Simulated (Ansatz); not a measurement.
# TaN: the cost of one run

Computed with Ansatz 0.2.0 (DFT LDA+U (U_eff = 4 eV on Ta d), plane waves, PAW, no spin–orbit coupling unless a run says so, unless a step's input says otherwise).

### Step 1. The system as given

The structure is hexagonal, space group P6/mmm (No. 191). Conventional cell: a = 5.185 Å, b = 5.185 Å, c = 2.908 Å, α = 90.00°, β = 90.00°, γ = 120.00°. Around Ta (site symmetry 6/mmm) lie 6 N at 2.59 Å and 2 Ta at 2.91 Å. Ta (site symmetry -6m2) has 6 N at 2.09 Å as nearest neighbours. N (site symmetry mmm) has 6 Ta at 2.09 to 2.59 Å as nearest neighbours.

Coordinates:

```cif
data_structure
_symmetry_space_group_name_H-M 'P 1'
_symmetry_Int_Tables_number 1
_cell_length_a 5.1850
_cell_length_b 5.1850
_cell_length_c 2.9080
_cell_angle_alpha 90.000
_cell_angle_beta 90.000
_cell_angle_gamma 120.000
_cell_volume 67.71
loop_
_atom_site_label
_atom_site_type_symbol
_atom_site_fract_x
_atom_site_fract_y
_atom_site_fract_z
_atom_site_occupancy
Ta1 Ta 0.00000 0.00000 0.00000 1
Ta2 Ta 0.33333 0.66667 0.50000 1
Ta3 Ta 0.66667 0.33333 0.50000 1
N1 N 0.50000 0.00000 0.00000 1
N2 N 0.50000 0.50000 0.00000 1
N3 N 0.00000 0.50000 0.00000 1
```

An earlier series on this cell reached its lowest free state from «ferromagnetic start, free, natural orbitals of the symmetric run filled by rank», perhaps among other starts (it ended without moments).

### Step 2. Total moment locked at zero, no site moments, 0.00 μB per cell

input.yaml

```yaml
crystal:
  lattice:
    - [5.1850002, 0.0, 0.0]
    - [-2.5925001, 4.49034189, 0.0]
    - [0.0, 0.0, 2.90800053]
  atoms:
    - { symbol: Ta, position: [0.0, 0.0, 0.0] }
    - { symbol: Ta, position: [0.3333333333, 0.6666666667, 0.5] }
    - { symbol: Ta, position: [0.6666666667, 0.3333333333, 0.5] }
    - { symbol: "N", position: [0.5, 0.0, 0.0] }
    - { symbol: "N", position: [0.5, 0.5, 0.0] }
    - { symbol: "N", position: [0.0, 0.5, 0.0] }
basis:
  ecutwfc: 420
  ecutrho_ratio: 4
kpoints:
  mp_grid: { grid: [4, 4, 7] }
hamiltonian:
  xc: lda
  hubbard:
    sites:
      - { site: 0, l: d, u_eff: 4.0 }
      - { site: 1, l: d, u_eff: 4.0 }
      - { site: 2, l: d, u_eff: 4.0 }
scf:
  occupations: { method: gaussian, width: 0.05 }
  lower_state_search: "off"
  max_iter: 150
output:
  forces: true
  stress: true
  eigenvalues: true
  populations: true
  hubbard: { sites: [{ site: 0, l: d }, { site: 1, l: d }, { site: 2, l: d }] }
magnetization:
  spin_polarized: true
  initial_magnetization: 0.0
  spin_locking: { lock_magnetization: hard }
```

The lock stays on to the end, so the result is a constrained state.

Started as:

```sh
> ansatz run input.yaml --threads 4 --pin off --max-ram 6144MiB --backend cpu --events-out ev --progress --plain --runs-dir out
```

Q: Estimate wall time and peak memory on 4 threads of Arm Neoverse N1, shared host.

About 2.3 s, with a peak of 0.41 GiB.
